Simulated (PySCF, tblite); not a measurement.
# C₂H₁₂FPSi₄: geometry, infrared bands and NMR shifts

What infrared bands and NMR shifts should C₂H₁₂FPSi₄ (`F[Si@]1(P([SiH3])[SiH3])CC[SiH2]1`) show?

Computed with tblite 0.8.0 and PySCF 2.14.0, with density-fitted response routines of our own, on a single molecule in the gas phase. Atoms are numbered from 0 throughout.

### 1 The molecule as given

20 atoms, charge 0, multiplicity 1; geometry from: force field or distance geometry start.

Bonds of the start (Å): F0–Si1 1.61, Si1–P2 2.14, P2–Si3 2.19, P2–Si4 2.20, Si1–C5 1.91, C5–C6 1.57, C6–Si7 1.92, Si7–Si1 2.24, Si3–H8 1.48, Si3–H9 1.49, Si3–H10 1.48, Si4–H11 1.48, Si4–H12 1.49, Si4–H13 1.48, C5–H14 1.11, C5–H15 1.08, C6–H16 1.10, C6–H17 1.09, Si7–H18 1.49, Si7–H19 1.49.

### 2 Optimising the geometry with GFN2-xTB

Job settings and geometry (Å):

```
{"job": {"kind": "relax", "xc": "GFN2-xTB", "basis": "xTB"}, "charge": 0, "multiplicity": 1}
F      0.925900    -2.186400    -0.829700
Si     0.492500    -0.717700    -0.339600
P     -1.377600    -0.168200    -1.221100
Si    -1.849600     1.662500    -0.110600
Si    -2.629900    -1.496100     0.008000
C      1.925000     0.490900    -0.702900
C      2.768800     0.142400     0.571000
Si     1.261900    -0.234000     1.705400
H     -0.844300     2.685500    -0.455900
H     -1.780000     1.392000     1.357900
H     -3.211700     2.119500    -0.459200
H     -4.054600    -1.109600    -0.147300
H     -2.234000    -1.374900     1.434300
H     -2.442500    -2.895700    -0.445500
H      1.599200     1.546800    -0.736500
H      2.442100     0.278400    -1.630700
H      3.417900    -0.735000     0.462100
H      3.385000     0.957300     0.946900
H      1.492900    -1.345700     2.669100
H      0.708000     0.998500     2.327000
```

Launch:

```
> OMP_NUM_THREADS=1 python probes_run.py task.json out
```

This one command runs all jobs of the session in turn.

**Question.** This job is followed by: GFN2-xTB harmonic vibrations, gas phase; GIAO PBE0/pcSseg-1 NMR shielding, non-relativistic, gas phase. What will the session give for the following? strongest single infrared mode (GFN2-xTB); zero-point energy (GFN2-xTB); 13C shifts against TMS (PBE0/pcSseg-1); 1H shifts against TMS (PBE0/pcSseg-1, means over atoms taken as alike); 19F shifts against CFCl3 (PBE0/pcSseg-1); 29Si shifts against TMS (PBE0/pcSseg-1, means over atoms taken as alike); 31P shifts against H3PO4 (PBE0/pcSseg-1); surface potential, 1st and 99th percentile.

The runs gave:

| quantity | value |
| --- | --- |
| strongest single infrared mode (GFN2-xTB) | 748 cm⁻¹, 692 km/mol |
| zero-point energy (GFN2-xTB) | 77.6 kcal/mol |
| 13C shifts against TMS (PBE0/pcSseg-1) | 30.7, 4.2 ppm |
| 1H shifts against TMS (PBE0/pcSseg-1, means over atoms taken as alike) | 4.83, 4.79, 4.06, 2.20, 1.86, 1.58, 1.42 ppm |
| 19F shifts against CFCl3 (PBE0/pcSseg-1) | -190.3 ppm |
| 29Si shifts against TMS (PBE0/pcSseg-1, means over atoms taken as alike) | 80.0, -36.7, -84.2 ppm |
| 31P shifts against H3PO4 (PBE0/pcSseg-1) | -322.9 ppm |
| surface potential, 1st and 99th percentile | -1.10 V and 1.29 V |

In words: The optimisation took 102 steps and gained 0.465 eV; among the close pairs (by a distance rule), Si1–Si7 changed most, from 2.238 to 2.337 Å. All 54 modes are real, so the xTB geometry is a minimum. The strongest single mode, at 748 cm⁻¹, is spread over several atoms, H11, H13, H12 among them. Unscaled tight-binding wavenumbers are off by several per cent, some by more. Its intensities can rank the bands wrongly. At PBE0/pcSseg-1: The widest tensor belongs to Si7: span 195 ppm, with a paramagnetic part of -495 ppm. At PBE0/pcSseg-1, counted by nearest atom on the grid, the HOMO lies on P2 50 %; Si7 13 %, the LUMO on Si1 26 %; Si7 12 %.
